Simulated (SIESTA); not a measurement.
The system is Mo3Se4S2, a slab with vacuum.

```
Mo Se S
1.0
     3.27307    0.00000    0.00000
    -1.63654    2.83456    0.00000
     0.00000    0.00000   28.89126
Mo Se S
3 4 2
Direct
  0.33333 0.66667 0.50000
  0.00000 0.00000 0.73038
  0.00000 0.00000 0.26962
  0.33333 0.66667 0.78815
  0.33333 0.66667 0.32742
  0.33333 0.66667 0.67258
  0.33333 0.66667 0.21185
  0.00000 0.00000 0.44720
  0.00000 0.00000 0.55280
```

```yaml
Program: SIESTA 5.4.2
Task: single point
Functional: PBEsol
Potentials_or_basis: PseudoDojo 0.4 standard (PBEsol files)
Basis: DZP (energy shift 0.003 Ry; two zetas on semicore shells)
Grid_cutoff: 800 Ry
Energy_shift: 0.003 Ry
k_mesh: 9 × 9 × 1
Occupations: fermi-dirac, width 0.05 eV
Spin: no spin polarisation
```

On this cell: largest force 0.698 eV/Å; band gap on the k mesh 0.61 eV, indirect (least direct gap 0.74 eV).

The same run follows on a disturbed copy (atoms moved at random, drawn with an rms of 0.05 Å):

```xyz
9
Lattice="3.2731 0.0000 0.0000 -1.6365 2.8346 0.0000 0.0000 0.0000 28.8913" Properties=species:S:1:pos:R:3 pbc="T T T"
Mo    0.0310    1.9005   14.4597
Mo    0.0144   -0.0368   21.1177
Mo    0.0316   -0.0541    7.8079
Se    0.0212    1.9116   22.7587
Se   -0.0352    1.8741    9.4788
Se    0.0521    1.9087   19.3720
Se    0.0078    1.8894    6.0973
S    -0.0251   -0.0243   12.9210
S    -0.0214    0.0248   15.9469
```

Problem. What does the disturbed cell give?

Solution. The energy moves by +14.6 meV/atom; largest force 1.831 eV/Å; band gap on the k mesh 0.55 eV, indirect (least direct gap 0.57 eV).

Forces in eV/Å, atoms in the order of the input:
```
Mo  -1.052 -0.182 -0.751
Mo   0.374  1.008 -1.482
Mo  -0.842  0.823 -0.578
Se  -0.079 -0.565  1.033
Se   0.622 -0.383  0.677
Se  -0.299 -0.442  0.364
Se   0.221 -0.439 -0.019
S    0.533  0.303 -0.195
S    0.522 -0.123  0.945
```

Stress tensor (GPa, compression positive):
```
 0.04  0.07  0.59
 0.07 -1.05 -0.41
 0.59 -0.41  1.70
```

Caveats: the basis of atomic orbitals isn't converged, which shifts pressures, moduli and gaps.

A k mesh can miss the band edges.
